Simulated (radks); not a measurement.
**Cs²⁺ in [Kr] 4d10 5s2 5p4 6p1: an all-electron calculation**

Aim: the levels, the sizes of the orbitals and the parts of the energy of the caesium ion Cs2+.

Method: Dirac Kohn-Sham, PBEsol, spin-unpolarised, spherical densities, point nucleus; open shells are shared between the two j in proportion to 2j + 1. Code: radks (a radial shooting solver on a logarithmic mesh, Libxc functionals) version 1.

## Step 1: Starting point

- element: caesium (Z = 55)
- charge: +2
- electrons: 53
- configuration: [Kr] 4d10 5s2 5p4 6p1

Outer shells as boxes (Hund's rule):

Cs²⁺
```
[Kr] core
4d [↑↓][↑↓][↑↓][↑↓][↑↓]
5s [↑↓]
5p [↑↓][↑ ][↑ ]
6p [↑ ][  ][  ]
```

## Step 2: The calculation

The run's settings:

```text
Z 55
configuration [Kr] 4d10 5s2 5p4 6p1
relativity Dirac
functional pbe_sol,pbe_sol
spin unpolarised
j_filling average
nucleus point
c 137.035999084
```

Run with:

```bash
> python run_ks.py task.json out
```

The same process makes all the runs of this session.

Q: Predict the outcome of this run.

**Answer**, as computed:

| quantity | value |
| --- | --- |
| total energy | -7785.3555 hartree |
| exchange-correlation share of it | 2.42 % |
| −T/E | 1.0649 |
| highest occupied level | 6p3/2, -10.762 eV |
| most extended occupied level | 6p3/2, <r> = 4.66 bohr |
| radius at density 0.001 e/bohr³ | 4.86 bohr |
| maxima of the radial density | 4 |

**Reading.** The radial density shows 4 maxima for 6 occupied principal shells; where shells overlap, one shows as a shoulder or not at all. −T/E is 1.065: with relativity the kinetic term as defined here no longer equals −E. This is not the tabulated ground configuration, so its levels and sizes aren't those of the ground state, and no measured value stands beside it.
